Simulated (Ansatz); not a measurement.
# Al6TeP2: the cost of one run

Computed with Ansatz 0.2.0 (DFT PBE, scalar-relativistic, plane waves, PAW, unless a step's input says otherwise).

## Step 1: The starting structure

Symmetry: P6/mmm, No. 191, hexagonal system. The conventional cell has a = 4.481 Å, b = 4.481 Å, c = 7.199 Å, α = 90.00°, β = 90.00°, γ = 120.00°. Al (site symmetry m2m) is surrounded by 2 Al at 1.00 Å and 2 P at 1.59 Å. Te (site symmetry 6/mmm) is surrounded by 2 P at 2.36 Å. P (site symmetry 6mm) is surrounded by 6 Al at 1.59 Å and 1 Te at 2.36 Å.

Structure file:

```cif
data_structure
_symmetry_space_group_name_H-M 'P 1'
_symmetry_Int_Tables_number 1
_cell_length_a 4.4805
_cell_length_b 4.4805
_cell_length_c 7.1992
_cell_angle_alpha 90.000
_cell_angle_beta 90.000
_cell_angle_gamma 120.000
_cell_volume 125.16
loop_
_atom_site_label
_atom_site_type_symbol
_atom_site_fract_x
_atom_site_fract_y
_atom_site_fract_z
_atom_site_occupancy
Al1 Al 0.77631 0.00000 0.50000 1
Al2 Al 0.00000 0.77631 0.50000 1
Al3 Al 0.22369 0.22369 0.50000 1
Al4 Al 0.22369 0.00000 0.50000 1
Al5 Al 0.00000 0.22369 0.50000 1
Al6 Al 0.77631 0.77631 0.50000 1
Te1 Te 0.00000 0.00000 0.00000 1
P1 P 0.00000 0.00000 0.32848 1
P2 P 0.00000 0.00000 0.67152 1
```

Recipe of the guess: random cell by space group and Wyckoff sites (P6/mmm, No. 191). Its size is a rough estimate.

## Step 2: The guess as it stands, on a coarse mesh

input.yaml reads:

```yaml
crystal:
  lattice:
    - [4.48053574, 0.0, 0.0]
    - [-2.24026787, 3.88025777, 0.0]
    - [0.0, 0.0, 7.19918041]
  atoms:
    - { symbol: Al, position: [0.77630781, 0.0, 0.5] }
    - { symbol: Al, position: [0.0, 0.77630781, 0.5] }
    - { symbol: Al, position: [0.22369219, 0.22369219, 0.5] }
    - { symbol: Al, position: [0.22369219, 0.0, 0.5] }
    - { symbol: Al, position: [0.0, 0.22369219, 0.5] }
    - { symbol: Al, position: [0.77630781, 0.77630781, 0.5] }
    - { symbol: Te, position: [0.0, 0.0, 0.0] }
    - { symbol: P, position: [0.0, 0.0, 0.3284792] }
    - { symbol: P, position: [0.0, 0.0, 0.6715208] }
basis:
  ecutwfc: 420
kpoints:
  mp_grid: { grid: [6, 6, 4] }
hamiltonian:
  xc: pbe
scf:
  occupations: { method: gaussian, width: 0.1 }
  lower_state_search: "off"
output:
  forces: true
  stress: true
  eigenvalues: true
```

Started as:

```
> ansatz run input.yaml --threads 1 --pin off --max-ram 2560MiB --backend cpu --events-out ev --progress --plain --runs-dir out
```

Q: Estimate wall time and peak memory on 1 thread of Intel Xeon 6975P-C (Granite Rapids), shared host.

About 22 s, with a peak of 0.41 GiB.
